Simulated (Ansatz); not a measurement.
# Cl₃H₂InS: one species, many methods

An exercise on one series of results from a longer session: the logs are not shown, and one member is left open.

The runs use Ansatz 0.2.0, Gaussian basis; functionals in def2-TZVPP, the program's frozen cores in correlated methods.

Plan: LDA (SPW92), PBE-D4, revPBE-D4, BLYP-D4, r2SCAN-D4, B97M-V, PBE0-D4, B3LYP-D4, r2SCANh-D4, r2SCAN0-D4, HSE06-D4, BHLYP-D4, CAM-B3LYP-D4, LC-ωPBE, ωB97X-V, ωB97M-V, B2PLYP, PBE-QIDH; CCSD(T)/def2-SVP; CCSD(T)/def2-TZVPP; MP2/def2-QZVPP; extrapolation to the limit; RPA on PBE.

## The geometry

The geometry comes from an earlier relaxation with PBE0-D4 in a triple-zeta def2 set; it is a stationary point, not always the lowest conformer. In takes the def2 core potential; no spin-orbit term is included.

SMILES `[SH2+][In-]([Cl])([Cl])[Cl]`, 7 atoms, charge 0, spin multiplicity 1.

Atoms are counted from 1 here; the program's logs count them from 0.

Bond lengths: S1–In2 2.731 Å, S1–H6 1.346 Å, S1–H7 1.346 Å, In2–Cl3 2.312 Å, In2–Cl4 2.326 Å, In2–Cl5 2.326 Å. Angles: In2–S1–H6 91.4°, In2–S1–H7 91.3°, H6–S1–H7 93.0°, S1–In2–Cl3 102.0°, S1–In2–Cl4 95.5°, S1–In2–Cl5 95.4°, Cl3–In2–Cl4 118.8°, Cl3–In2–Cl5 118.7°, Cl4–In2–Cl5 117.2°.

Set-up of the first run:

in.yaml

```yaml
crystal:
  periodic: [false, false, false]
  atoms:
    - {symbol: S, position_ang: [-0.773249, 0.742595, 1.311780]}
    - {symbol: In, position_ang: [0.776396, -0.604595, -0.489145]}
    - {symbol: Cl, position_ang: [2.462240, -1.439093, 0.854881]}
    - {symbol: Cl, position_ang: [-0.905600, -2.045076, -1.199522]}
    - {symbol: Cl, position_ang: [1.224599, 1.247354, -1.823165]}
    - {symbol: H, position_ang: [-1.895758, 0.210801, 0.792797]}
    - {symbol: H, position_ang: [-0.827428, 1.820214, 0.506774]}
basis:
  gaussian: {orbitals: def2-TZVPP}
hamiltonian: {xc: lda}
output: {orbitals: {seedname: orbitals}}
```

Started as:

```bash
ansatz run in.yaml --threads 4 --pin off --events-out ev --progress --plain --max-ram 10444MiB
```

Among the steps run: LDA; PBE-D4 (GGA); revPBE-D4 (GGA); BLYP-D4 (GGA); r2SCAN-D4 (meta-GGA); B97M-V (meta-GGA); B3LYP-D4 (hybrid); r2SCANh-D4 (hybrid); r2SCAN0-D4 (hybrid); HSE06-D4 (hybrid); BHLYP-D4 (hybrid); CAM-B3LYP-D4 (range-separated); LC-ωPBE (range-separated); ωB97X-V (range-separated); ωB97M-V (range-separated); B2PLYP (double hybrid); PBE-QIDH (double hybrid).

One table of the session follows, with a row left open; its other results are not shown here.

It belongs to the step «Frontier levels by functional». 

| functional | HOMO (eV) | LUMO (eV) | gap (eV) |
| --- | --- | --- | --- |
| LDA (SPW92) | -7.64 | -3.29 | 4.35 |
| PBE-D4 | -7.48 | -2.96 | 4.52 |
| revPBE-D4 | -7.42 | -2.84 | 4.58 |
| BLYP-D4 | -7.30 | -2.89 | 4.41 |
| r2SCAN-D4 | -7.86 | -2.75 | 5.11 |
| B97M-V | -7.92 | -2.68 | 5.24 |
| PBE0-D4 | -8.91 | -2.07 | 6.84 |
| B3LYP-D4 | -8.61 | -2.36 | 6.25 |
| r2SCANh-D4 | ? | ? | ? |
| r2SCAN0-D4 | -9.16 | -1.94 | 7.22 |
| HSE06-D4 | -8.51 | -2.44 | 6.07 |
| BHLYP-D4 | -10.18 | -1.11 | 9.07 |
| CAM-B3LYP-D4 | -10.29 | -1.09 | 9.21 |
| LC-ωPBE | -11.77 | 0.16 | 11.92 |
| ωB97X-V | -11.37 | 0.03 | 11.40 |
| ωB97M-V | -11.20 | -0.08 | 11.12 |

**Question.** Estimate the row for r2SCANh-D4.

Worked estimate for «HOMO (eV)». Against the share of exact exchange, r2SCAN-D4 (0, -7.86), r2SCAN0-D4 (0.25, -9.16) give a slope of -5.20 per unit share; at 0.1 the line stands at -8.38.

As computed: HOMO (eV): -8.38; LUMO (eV): -2.43; gap (eV): 5.95. In «HOMO (eV)» the line misses by 0.00.
